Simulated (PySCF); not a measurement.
**The bond of TlN, level by level**

An exercise on one series of results from a longer session: the logs are not shown, and one member is left open.

Computed with PySCF 2.14.0. Level: Tl def2-SVP with ECP60, N def2-SVP, scalar-relativistic core potentials.

The first run:

Settings of the job:

| Item | Value |
| --- | --- |
| atoms | Tl, N |
| charge | 0 |
| basis | Tl def2-SVP with ECP60, N def2-SVP |
| Hamiltonian | scalar-relativistic core potentials |
| basis functions | 40 |
| electrons treated | 28 |
| masses in u | 204.9744, 14.0031 |
| levels | PBE0, PBE, r²SCAN, M06, B3LYP, MN15, HF, MP2, SCS-MP2, CCSD, CCSD(T) |
| grid | 80 radial by 434 angular points |
| occupations | held fixed by the projection of orbital angular momentum |
| dissociation limit | Tl + N, each in its ground configuration |
| starting distance in angstrom | 2.085 |
| values of 2S to try | 0, 2, 4 |

Started as:

```sh
> OMP_NUM_THREADS=1 python dia.py task.json out
```

Steps of the session up to this table: The job; The PBE0 curve of the state that the search chose; Other states along the same grid; PBE; r²SCAN (meta-GGA); M06; B3LYP; MN15; ROHF; Adding correlation.

One table of the session follows, with a row left open; its other results are not shown here.

It belongs to the step «The curves together». Energy (eV) from each level's lowest point:

```
R (Å)   ROHF  ROHF-MP2  ROHF-SCS-MP2  ROHF-CCSD  ROHF-CCSD(T)
2.002  0.656     0.648         0.679        n/a           n/a
2.095  0.276     0.277         0.299      0.325         0.340
2.188  0.075     0.079         0.092      0.110         0.120
2.258  0.010     0.013         0.020      0.029         0.035
2.328  0.000     0.000         0.000      0.000         0.000
2.398  0.031     0.026         0.020      0.008         0.002
2.491  0.120     0.106         0.091      0.060         0.046
2.607      ?         ?             ?          ?             ?
2.747  0.515     0.466         0.428      0.318         0.274
2.933  0.858     0.772         0.719        n/a           n/a
```

**Question.** Estimate the row for R (Å) = 2.607.

Worked estimate for «ROHF». A straight line through the neighbours (2.491, 0.120) and (2.747, 0.515) gives 0.120 + (0.515 − 0.120) × (2.607 − 2.491) / (2.747 − 2.491) = 0.299; a parabola fitted to 4 rows on both sides gives 0.286.

As computed: ROHF: 0.280; ROHF-MP2: 0.252; ROHF-SCS-MP2: 0.227; ROHF-CCSD: 0.166; ROHF-CCSD(T): 0.138. In «ROHF» the line misses by +0.019 and the parabola by +0.006.
